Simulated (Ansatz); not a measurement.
# Cadmium, omega (AlB2-type) under LDA: ground state and equation of state

Aim: take cadmium in the omega (AlB2-type) structure, relax it, solve it on a dense k-mesh, then scale the cell to 7 volumes from 88 to 112 % of the relaxed one and try a fit of the equation of state. Spin polarisation is left out. The k-meshes are 7×7×10 for the relaxation; 10×10×14 for the dense run; 8×8×12 for the volumes.

Computed with Ansatz 0.2.0 (DFT LDA (PW92), plane waves (420 eV) with PAW, scalar-relativistic; PBE-made PAW files, unless a step says otherwise).

**1. Starting point**

The structure is hexagonal, space group P6/mmm (No. 191). The conventional cell has a = 4.959 Å, b = 4.959 Å, c = 3.040 Å, α = 90.00°, β = 90.00°, γ = 120.00°. Cd (site symmetry 6/mmm) is surrounded by 14 Cd at 3.04 to 3.24 Å. Cd (site symmetry -6m2) has 11 Cd at 2.86 to 3.24 Å as nearest neighbours.

Structure file:

```xyz
3
Lattice="4.9594 0.0000 0.0000 -2.4797 4.2950 0.0000 0.0000 0.0000 3.0401" Properties=species:S:1:pos:R:3 pbc="T T T"
Cd    0.0000    0.0000    0.0000
Cd    0.0000    2.8633    1.5201
Cd    2.4797    1.4317    1.5201
```

**2. Relaxation of the cell**

Input file input.yaml:

```yaml
crystal:
  lattice:
    - [4.959407163, 0.0, 0.0]
    - [-2.4797035815, 4.2949725909, 0.0]
    - [0.0, 0.0, 3.0401165909]
  atoms:
    - { symbol: Cd, position: [0.0, 0.0, 0.0] }
    - { symbol: Cd, position: [0.3333333333, 0.6666666667, 0.5] }
    - { symbol: Cd, position: [0.6666666667, 0.3333333333, 0.5] }
hamiltonian:
  xc: lda
  pseudopotentials:
    kind: paw
    azcp:
      Cd: "pseudopotentials/Cd.paw.azcp"
basis:
  ecutwfc: 420
  fft_grid_basis: typed
kpoints:
  mp_grid: { grid: [7, 7, 10], shift: [0, 0, 0] }
magnetization:
  spin_polarized: false
scf:
  occupations: { method: fermi_dirac, width: 0.1 }
relax:
  max_steps: 60
  f_tol: 0.01
  cell: {}
```

The runs that follow: The energy on a finer k-mesh; Equation of state: 88 %; Equation of state: 92 %; Equation of state: 96 %; Equation of state: 100 %; Equation of state: 104 %; Equation of state: 108 %; Equation of state: 112 %.

**Question.** What will these runs give? Wanted: space group; conventional cell; volume; shortest distance; gap on the mesh; relative to hcp; V₀, B₀, B₀′.

The runs gave:

| quantity | value |
| --- | --- |
| space group (spins left aside) | P6/mmm (No. 191) |
| conventional cell | a = 4.926 Å, c = 2.931 Å (c/a = 0.595) |
| volume | 20.528 Å³/atom |
| shortest distance | 2.844 Å |
| gap on the mesh | none (levels filled in part) |
| relative to hcp | +93 meV/atom |
| V₀, B₀, B₀′ | 20.522 Å³/atom, 63 GPa, 5.9 |

**Reading.** From the guessed start the volume shrank by 4.9 % in 6 steps. It lies 93 meV/atom above the element's reference form at the same level (hcp, from a run of its own). No gap shows: it is a metal or semimetal at this level. B₀ comes out at 63 GPa; letting shape and positions relax at each volume could only lower it. Relaxation kept the symmetry; phonons were not checked.
